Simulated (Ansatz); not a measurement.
**C2H5InO: small, medium and large basis sets**

An exercise on one series of results from a longer session: the logs are not shown, and one member is left open.

Method: one geometry, several basis sets; program: Ansatz 0.2.0, Gaussian basis.

Plan: PBE0-D4/def2-SVP; ωB97M-V/def2-SVP; PBE0-D4/def2-QZVPP; ωB97M-V/def2-QZVPP; the functionals' def2-TZVPP values are taken from earlier runs.

**The relaxed structure**

All runs share one geometry, relaxed beforehand with PBE0-D4 in a triple-zeta def2 set. In takes the def2 core potential; no spin-orbit term is included.

SMILES `C[C](=O)[InH2]`, 9 atoms, charge 0, spin multiplicity 1.

Atoms are counted from 1 here; the program's logs count them from 0.

Bond lengths: C1–C2 1.499 Å, C1–H5 1.093 Å, C1–H6 1.095 Å, C1–H7 1.095 Å, C2–O3 1.209 Å, C2–In4 2.211 Å, In4–H8 1.725 Å, In4–H9 1.725 Å. Angles: C2–C1–H5 111.2°, C2–C1–H6 109.2°, C2–C1–H7 109.1°, H5–C1–H6 110.2°, H5–C1–H7 110.2°, H6–C1–H7 106.8°, C1–C2–O3 122.1°, C1–C2–In4 127.4°, O3–C2–In4 110.5°, C2–In4–H8 118.8°, C2–In4–H9 118.8°, H8–In4–H9 121.5°.

Set-up of the first run:

File in.yaml:

```yaml
crystal:
  periodic: [false, false, false]
  atoms:
    - {symbol: C, position_ang: [0.344366, 1.187981, -0.839107]}
    - {symbol: C, position_ang: [0.606971, -0.087086, -0.096193]}
    - {symbol: O, position_ang: [1.705829, -0.590261, -0.051569]}
    - {symbol: In, position_ang: [-0.847814, -1.304767, 1.038770]}
    - {symbol: H, position_ang: [1.255318, 1.565495, -1.309789]}
    - {symbol: H, position_ang: [-0.427239, 1.011083, -1.595074]}
    - {symbol: H, position_ang: [-0.058668, 1.931615, -0.144251]}
    - {symbol: H, position_ang: [-1.599822, -2.644660, 0.254646]}
    - {symbol: H, position_ang: [-0.978940, -1.069402, 2.742578]}
basis:
  gaussian: {orbitals: def2-SVP}
hamiltonian: {xc: pbe0, dispersion: d4}
output: {orbitals: {seedname: orbitals}}
```

Steps of the session up to this table: PBE0-D4 in def2-SVP; ωB97M-V in def2-SVP; PBE0-D4 in def2-QZVPP; ωB97M-V in def2-QZVPP.

One table of the session follows, with a row left open; its other results are not shown here.

It belongs to the step «Functionals by basis». 

```
functional       basis  HOMO (eV)  LUMO (eV)
   PBE0-D4    def2-SVP      -6.18      -1.69
   PBE0-D4  def2-TZVPP      -6.26      -1.77
   PBE0-D4  def2-QZVPP      -6.29      -1.79
   ωB97M-V    def2-SVP      -8.30      -0.13
   ωB97M-V  def2-TZVPP          ?          ?
   ωB97M-V  def2-QZVPP      -8.45      -0.36
```

**Question.** Estimate the row for ωB97M-V, def2-TZVPP.

**Answer.** HOMO (eV): -8.42; LUMO (eV): -0.31. In the column «HOMO (eV)» it lies between ωB97M-V, def2-QZVPP (-8.45) and ωB97M-V, def2-SVP (-8.30).
